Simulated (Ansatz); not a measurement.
Run this with Ansatz 0.2.0 through its Python package and show what comes out.

`h4sbsi.py`
```python
# -*- coding: utf-8 -*-
"""H4SbSi at several levels of theory."""

from dataclasses import dataclass
from pathlib import Path

import ansatz
import numpy as np


@dataclass
class Settings:
    basis_set: str = "def2-SVP"


opts = Settings()

geometry_ang = [
    ("Si", [-0.3046, -0.3132, -0.5029]),
    ("Sb", [-0.1277, 0.746, 1.7784]),
    ("H", [0.3885, -1.5154, -0.5895]),
    ("H", [-1.6956, -0.5446, -0.7885]),
    ("H", [0.1596, 0.6673, -1.5387]),
    ("H", [1.6218, 0.8958, 1.595]),
]
molecule = ansatz.Crystal.molecule()
for symbol, xyz in geometry_ang:
    molecule = molecule.atom(symbol, xyz)

calc = (
    molecule.calculation()
    .basis(gaussian=opts.basis_set)
    .spin("collinear", total=1)
)

print("functional    E (Ha)        dipole (D)   HOMO (eV)  LUMO (eV)")
for name in ["r2scan0", "revpbe", "blyp", "cam_b3lyp"]:
    summary = calc.functional(name).forces().orbitals().run(threads=1, backend="cpu", runs_dir="runs").report
    lines = Path(summary["orbitals_path"]).read_text().splitlines()
    field_of = lambda key: [line.split("=")[1].strip() for line in lines if line.startswith(key)]
    orbitals = [(27.211386 * float(e), s, float(n)) for e, s, n in zip(field_of("Ene="), field_of("Spin="), field_of("Occup="))]
    homo = max(e for e, _, n in orbitals if n > 0.5)
    lumo = min(e for e, _, n in orbitals if n < 0.5)
    dipole = 4.803205 * np.linalg.norm(summary["charge_distribution"]["dipole_moment_e_ang"])
    print(f"{name:10s} {summary['free_energy_ev'] / 27.211386246:14.6f} {dipole:9.3f} {homo:11.3f} {lumo:10.3f}")
```

```console
$ python h4sbsi.py
functional    E (Ha)        dipole (D)   HOMO (eV)  LUMO (eV)
r2scan0       -532.052518     0.225      -6.649     -2.990
revpbe        -532.003840     0.207      -5.260     -3.919
blyp          -531.950230     0.242      -5.001     -4.008
cam_b3lyp     -532.005949     0.243      -7.443     -2.199
```

Notes:
- Total energies depend on the basis set; only differences at equal settings carry meaning.
- The geometry is a force-field or estimated start, not a minimum of this method, and the basis set is short of its limit. A lower total doesn't mark the better method: functionals have no common bound, and MP2 and coupled cluster aren't variational.
- def2 sets replace the cores of elements past krypton by effective core potentials.
- The species is open-shell (spin multiplicity 2).
- Levels such as HOMO and LUMO are orbital energies: with these approximate functionals they aren't the ionisation energy and electron affinity, and their gap isn't the fundamental gap.
- Wall time of the script: 8.6 s on 1 thread of Intel(R) Xeon(R) Processor @ 2.30GHz, on a shared host, peak memory 0.31 GiB.
